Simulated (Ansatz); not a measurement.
Born–Oppenheimer molecular dynamics of a periodic cell of 16 atoms, Li (start crystal Li, start structure bcc, volume 1.15 times the crystal's). It starts from a structure without forces on its atoms.

All numbers below come from DFT PBEsol, scalar-relativistic, plane waves, PAW in Ansatz 0.2.0. Settings: cutoff 420 eV, k mesh 2x2x2, fermi-dirac smearing 0.16 eV, no spin polarisation.

```json
{"ensemble": "NVT, Langevin thermostat", "time step": "1 fs", "steps asked": "250", "set temperature": "1800 K", "friction": "0.02 /fs", "seed": "370879"}
```

Frames 2 fs apart, positions in Å, forces in eV/Å.

Velocities at 70.0 fs (Å/ps):

```
Li -3.52 -3.63 8.48
Li 5.09 -1.06 8.24
Li -1.29 11.96 -6.61
Li 20.44 20.31 -19.43
Li 2.92 -21.33 -8.02
Li 19.43 0.37 -6.59
Li 3.59 14.44 22.38
Li 14.33 -3.15 19.67
Li -0.51 10.01 26.11
Li -7.66 -15.05 22.51
Li -3.62 6.43 9.87
Li 5.64 5.00 -1.68
Li -2.32 -0.62 -14.23
Li 17.12 -0.29 11.97
Li -8.49 3.40 -12.77
Li 8.83 11.25 13.66
```

```xyz
16
Lattice="7.3129 0.0000 0.0000 0.0000 7.3129 0.0000 0.0000 0.0000 7.3129" Properties=species:S:1:pos:R:3:forces:R:3 time_fs=70.0 energy_less_start_eV=2.157 T=1205
Li 0.109 -0.361 -0.135 -0.23 0.20 0.66
Li 4.151 0.686 0.467 -0.29 -0.62 -0.07
Li -0.448 4.415 0.156 0.26 -0.33 -0.28
Li 0.457 -0.449 3.442 -0.16 0.34 0.11
Li 1.631 1.569 1.475 -0.06 0.27 0.13
Li 3.867 3.318 -0.589 0.30 0.19 0.35
Li 3.952 0.407 3.553 -0.15 0.04 0.20
Li 5.538 2.691 1.641 0.14 -0.36 0.33
Li 0.129 4.259 3.619 -0.11 -0.40 0.29
Li 2.014 5.238 1.482 0.31 -0.11 0.03
Li 1.545 2.648 6.119 -0.36 -0.21 -0.29
Li 3.590 4.285 4.009 -0.31 -0.38 -0.30
Li 5.184 5.399 2.011 -0.04 0.53 -0.19
Li 6.032 1.191 5.949 -0.10 0.62 -0.54
Li 2.033 5.948 6.101 0.44 -0.09 -0.48
Li 4.977 5.639 5.756 0.38 0.31 0.06
16
Lattice="7.3129 0.0000 0.0000 0.0000 7.3129 0.0000 0.0000 0.0000 7.3129" Properties=species:S:1:pos:R:3:forces:R:3 time_fs=72.0 energy_less_start_eV=2.130 T=1236
Li 0.102 -0.364 -0.111 -0.18 0.17 0.67
Li 4.160 0.675 0.482 -0.27 -0.59 -0.08
Li -0.458 4.444 0.146 0.28 -0.41 -0.27
Li 0.494 -0.408 3.411 -0.20 0.29 0.13
Li 1.635 1.524 1.456 -0.05 0.31 0.12
Li 3.909 3.321 -0.605 0.28 0.15 0.36
Li 3.954 0.433 3.602 -0.14 0.02 0.18
Li 5.562 2.687 1.671 0.15 -0.36 0.29
Li 0.120 4.279 3.666 -0.13 -0.36 0.29
Li 2.002 5.206 1.521 0.30 -0.09 -0.06
Li 1.548 2.668 6.134 -0.34 -0.19 -0.27
Li 3.599 4.282 4.014 -0.28 -0.35 -0.29
Li 5.184 5.392 1.980 -0.06 0.55 -0.13
Li 6.071 1.193 5.976 -0.11 0.63 -0.54
Li 2.023 5.951 6.073 0.42 -0.08 -0.41
Li 4.996 5.662 5.777 0.32 0.31 0.02
16
Lattice="7.3129 0.0000 0.0000 0.0000 7.3129 0.0000 0.0000 0.0000 7.3129" Properties=species:S:1:pos:R:3:forces:R:3 time_fs=74.0 energy_less_start_eV=2.107 T=1253
Li 0.100 -0.364 -0.079 -0.15 0.14 0.65
Li 4.167 0.651 0.496 -0.24 -0.54 -0.09
Li -0.462 4.478 0.131 0.29 -0.47 -0.27
Li 0.537 -0.379 3.391 -0.23 0.25 0.16
Li 1.629 1.477 1.429 -0.02 0.35 0.13
Li 3.958 3.328 -0.616 0.25 0.11 0.37
Li 3.955 0.450 3.650 -0.13 0.02 0.14
Li 5.592 2.691 1.693 0.15 -0.38 0.26
Li 0.107 4.305 3.706 -0.14 -0.34 0.29
Li 2.000 5.169 1.566 0.29 -0.08 -0.14
Li 1.558 2.690 6.152 -0.31 -0.17 -0.26
Li 3.610 4.257 4.025 -0.25 -0.32 -0.29
Li 5.190 5.387 1.952 -0.09 0.57 -0.07
Li 6.110 1.209 6.006 -0.12 0.63 -0.54
Li 2.012 5.960 6.048 0.41 -0.08 -0.34
Li 5.012 5.687 5.781 0.28 0.30 -0.01
16
Lattice="7.3129 0.0000 0.0000 0.0000 7.3129 0.0000 0.0000 0.0000 7.3129" Properties=species:S:1:pos:R:3:forces:R:3 time_fs=76.0 energy_less_start_eV=2.083 T=1298
Li 0.099 -0.365 -0.043 -0.16 0.14 0.64
Li 4.166 0.619 0.505 -0.21 -0.47 -0.09
Li -0.467 4.514 0.109 0.31 -0.55 -0.25
Li 0.579 -0.355 3.376 -0.25 0.22 0.18
Li 1.619 1.434 1.412 0.02 0.39 0.13
Li 4.011 3.339 -0.609 0.19 0.07 0.37
Li 3.954 0.454 3.700 -0.12 0.03 0.11
Li 5.620 2.694 1.715 0.16 -0.39 0.23
Li 0.093 4.322 3.741 -0.16 -0.31 0.30
Li 1.997 5.129 1.617 0.27 -0.06 -0.22
Li 1.562 2.710 6.170 -0.26 -0.15 -0.25
Li 3.606 4.226 4.040 -0.21 -0.29 -0.29
Li 5.193 5.393 1.922 -0.12 0.55 0.01
Li 6.148 1.225 6.032 -0.13 0.61 -0.53
Li 1.996 5.983 6.028 0.42 -0.09 -0.29
Li 5.021 5.697 5.780 0.25 0.32 -0.04
16
Lattice="7.3129 0.0000 0.0000 0.0000 7.3129 0.0000 0.0000 0.0000 7.3129" Properties=species:S:1:pos:R:3:forces:R:3 time_fs=78.0 energy_less_start_eV=2.067 T=1265
Li 0.093 -0.370 -0.013 -0.17 0.16 0.62
Li 4.167 0.591 0.501 -0.20 -0.40 -0.08
Li -0.467 4.552 0.079 0.30 -0.62 -0.22
Li 0.616 -0.336 3.360 -0.28 0.18 0.22
Li 1.598 1.403 1.396 0.07 0.43 0.12
Li 4.062 3.359 -0.601 0.12 0.02 0.37
Li 3.950 0.450 3.746 -0.12 0.05 0.07
Li 5.654 2.703 1.733 0.16 -0.40 0.20
Li 0.075 4.327 3.774 -0.18 -0.27 0.30
Li 1.988 5.087 1.674 0.26 -0.04 -0.30
Li 1.556 2.737 6.181 -0.20 -0.14 -0.22
Li 3.599 4.192 4.066 -0.18 -0.26 -0.31
Li 5.184 5.405 1.890 -0.13 0.51 0.07
Li 6.177 1.252 6.050 -0.12 0.57 -0.51
Li 1.983 6.024 6.010 0.43 -0.11 -0.25
Li 5.021 5.712 5.782 0.24 0.33 -0.07
16
Lattice="7.3129 0.0000 0.0000 0.0000 7.3129 0.0000 0.0000 0.0000 7.3129" Properties=species:S:1:pos:R:3:forces:R:3 time_fs=80.0 energy_less_start_eV=2.055 T=1509
Li 0.086 -0.368 0.015 -0.21 0.13 0.60
Li 4.180 0.567 0.491 -0.21 -0.32 -0.07
Li -0.466 4.572 0.051 0.30 -0.65 -0.18
Li 0.653 -0.322 3.346 -0.30 0.16 0.24
Li 1.575 1.381 1.363 0.12 0.46 0.12
Li 4.106 3.385 -0.595 0.06 -0.03 0.38
Li 3.953 0.459 3.794 -0.11 0.07 0.04
Li 5.688 2.712 1.755 0.15 -0.40 0.17
Li 0.045 4.333 3.805 -0.19 -0.23 0.31
Li 1.980 5.041 1.729 0.24 -0.03 -0.37
Li 1.548 2.767 6.180 -0.13 -0.13 -0.21
Li 3.601 4.156 4.086 -0.15 -0.22 -0.31
Li 5.171 5.417 1.864 -0.12 0.47 0.11
Li 6.210 1.288 6.073 -0.12 0.54 -0.51
Li 1.970 6.066 5.996 0.44 -0.14 -0.22
Li 5.027 5.737 5.780 0.22 0.33 -0.10
16
Lattice="7.3129 0.0000 0.0000 0.0000 7.3129 0.0000 0.0000 0.0000 7.3129" Properties=species:S:1:pos:R:3:forces:R:3 time_fs=82.0 energy_less_start_eV=2.050 T=1574
Li 0.078 -0.360 0.042 -0.25 0.12 0.58
Li 4.197 0.549 0.475 -0.23 -0.26 -0.05
Li -0.448 4.588 0.021 0.27 -0.67 -0.14
Li 0.704 -0.308 3.324 -0.32 0.13 0.27
Li 1.552 1.374 1.333 0.18 0.50 0.12
Li 4.151 3.422 -0.582 0.01 -0.06 0.39
Li 3.958 0.462 3.846 -0.11 0.09 0.00
Li 5.712 2.712 1.775 0.15 -0.39 0.14
Li 0.003 4.343 3.834 -0.18 -0.20 0.31
Li 1.972 4.996 1.779 0.23 -0.03 -0.41
Li 1.550 2.802 6.175 -0.08 -0.13 -0.20
Li 3.603 4.128 4.119 -0.12 -0.19 -0.32
Li 5.173 5.424 1.854 -0.12 0.44 0.13
Li 6.245 1.337 6.090 -0.11 0.50 -0.50
Li 1.949 6.106 5.987 0.46 -0.16 -0.20
Li 5.045 5.771 5.776 0.21 0.30 -0.12
16
Lattice="7.3129 0.0000 0.0000 0.0000 7.3129 0.0000 0.0000 0.0000 7.3129" Properties=species:S:1:pos:R:3:forces:R:3 time_fs=84.0 energy_less_start_eV=2.041 T=1866
Li 0.071 -0.356 0.067 -0.31 0.12 0.57
Li 4.210 0.536 0.450 -0.24 -0.20 -0.02
Li -0.428 4.596 -0.014 0.25 -0.68 -0.09
Li 0.764 -0.282 3.298 -0.34 0.07 0.31
Li 1.537 1.376 1.308 0.22 0.54 0.09
Li 4.202 3.452 -0.560 -0.04 -0.08 0.39
Li 3.966 0.455 3.880 -0.10 0.12 -0.03
Li 5.740 2.711 1.797 0.15 -0.38 0.12
Li -0.051 4.344 3.870 -0.16 -0.13 0.31
Li 1.974 4.941 1.829 0.19 -0.02 -0.44
Li 1.546 2.840 6.163 -0.01 -0.14 -0.17
Li 3.591 4.100 4.162 -0.07 -0.15 -0.33
Li 5.178 5.430 1.844 -0.11 0.40 0.14
Li 6.278 1.388 6.091 -0.10 0.45 -0.48
Li 1.924 6.142 5.987 0.49 -0.18 -0.21
Li 5.061 5.812 5.787 0.18 0.26 -0.15
16
Lattice="7.3129 0.0000 0.0000 0.0000 7.3129 0.0000 0.0000 0.0000 7.3129" Properties=species:S:1:pos:R:3:forces:R:3 time_fs=86.0 energy_less_start_eV=2.022 T=1810
Li 0.056 -0.353 0.098 -0.36 0.12 0.54
Li 4.223 0.519 0.428 -0.24 -0.13 0.00
Li -0.403 4.592 -0.046 0.21 -0.65 -0.03
Li 0.823 -0.256 3.264 -0.35 0.01 0.34
Li 1.521 1.386 1.281 0.26 0.58 0.06
Li 4.256 3.478 -0.530 -0.11 -0.10 0.36
Li 3.979 0.440 3.906 -0.09 0.15 -0.06
Li 5.768 2.713 1.824 0.15 -0.39 0.10
Li -0.107 4.332 3.918 -0.13 -0.06 0.28
Li 1.972 4.882 1.874 0.16 -0.02 -0.45
Li 1.533 2.880 6.142 0.07 -0.16 -0.15
Li 3.577 4.071 4.209 -0.03 -0.11 -0.34
Li 5.171 5.436 1.839 -0.10 0.36 0.15
Li 6.309 1.439 6.079 -0.10 0.38 -0.45
Li 1.906 6.179 5.986 0.49 -0.18 -0.20
Li 5.073 5.854 5.795 0.17 0.19 -0.17
16
Lattice="7.3129 0.0000 0.0000 0.0000 7.3129 0.0000 0.0000 0.0000 7.3129" Properties=species:S:1:pos:R:3:forces:R:3 time_fs=88.0 energy_less_start_eV=2.011 T=1680
Li 0.036 -0.347 0.129 -0.40 0.11 0.50
Li 4.237 0.498 0.405 -0.25 -0.06 0.04
Li -0.383 4.584 -0.073 0.18 -0.60 0.01
Li 0.870 -0.229 3.236 -0.36 -0.05 0.38
Li 1.501 1.398 1.258 0.30 0.62 0.02
Li 4.317 3.485 -0.498 -0.18 -0.09 0.32
Li 4.000 0.425 3.933 -0.09 0.18 -0.09
Li 5.797 2.712 1.857 0.14 -0.40 0.08
Li -0.157 4.311 3.970 -0.11 0.01 0.25
Li 1.960 4.814 1.914 0.13 0.00 -0.44
Li 1.521 2.922 6.119 0.15 -0.18 -0.11
Li 3.566 4.046 4.250 0.02 -0.08 -0.34
Li 5.180 5.441 1.839 -0.09 0.32 0.16
Li 6.334 1.492 6.061 -0.09 0.30 -0.41
Li 1.902 6.221 5.990 0.47 -0.19 -0.18
Li 5.081 5.888 5.803 0.17 0.12 -0.17
16
Lattice="7.3129 0.0000 0.0000 0.0000 7.3129 0.0000 0.0000 0.0000 7.3129" Properties=species:S:1:pos:R:3:forces:R:3 time_fs=90.0 energy_less_start_eV=2.008 T=1794
Li 0.021 -0.342 0.161 -0.43 0.09 0.43
Li 4.250 0.471 0.385 -0.27 0.03 0.07
Li -0.352 4.569 -0.100 0.14 -0.53 0.07
Li 0.906 -0.202 3.210 -0.36 -0.12 0.42
Li 1.486 1.404 1.241 0.34 0.67 -0.02
Li 4.373 3.489 -0.468 -0.24 -0.08 0.27
Li 4.014 0.418 3.960 -0.09 0.21 -0.12
Li 5.814 2.711 1.890 0.14 -0.40 0.05
Li -0.217 4.278 4.019 -0.07 0.08 0.21
Li 1.952 4.747 1.949 0.10 0.02 -0.43
Li 1.511 2.952 6.095 0.22 -0.22 -0.08
Li 3.546 4.023 4.278 0.08 -0.05 -0.32
Li 5.192 5.457 1.830 -0.08 0.27 0.18
Li 6.358 1.550 6.041 -0.09 0.19 -0.37
Li 1.908 6.259 5.994 0.43 -0.19 -0.17
Li 5.094 5.924 5.814 0.17 0.03 -0.19
16
Lattice="7.3129 0.0000 0.0000 0.0000 7.3129 0.0000 0.0000 0.0000 7.3129" Properties=species:S:1:pos:R:3:forces:R:3 time_fs=92.0 energy_less_start_eV=2.022 T=2076
Li 0.007 -0.337 0.201 -0.46 0.09 0.35
Li 4.267 0.432 0.378 -0.29 0.14 0.09
Li -0.315 4.557 -0.125 0.09 -0.45 0.14
Li 0.933 -0.170 3.189 -0.35 -0.17 0.45
Li 1.473 1.419 1.221 0.38 0.70 -0.06
Li 4.428 3.489 -0.430 -0.31 -0.05 0.20
Li 4.013 0.410 3.983 -0.07 0.24 -0.15
Li 5.827 2.707 1.927 0.14 -0.39 0.03
Li -0.285 4.247 4.080 -0.04 0.14 0.15
Li 1.946 4.691 1.990 0.05 0.05 -0.43
Li 1.494 2.982 6.071 0.32 -0.25 -0.07
Li 3.522 4.002 4.287 0.15 -0.02 -0.25
Li 5.200 5.486 1.821 -0.06 0.18 0.21
Li 6.381 1.620 6.020 -0.10 0.05 -0.32
Li 1.921 6.301 6.005 0.38 -0.20 -0.15
Li 5.103 5.955 5.832 0.18 -0.06 -0.22
```

Of the whole run (250 fs, mean temperature of the second half 1692 K): A run of 0.25 ps of so small a system gives no equilibrium averages. Limits of this set-up: coarse k mesh.

Time of the run: 18 min on 1 thread of Arm Neoverse V1, with other jobs on the host, peak memory 0.53 GiB.
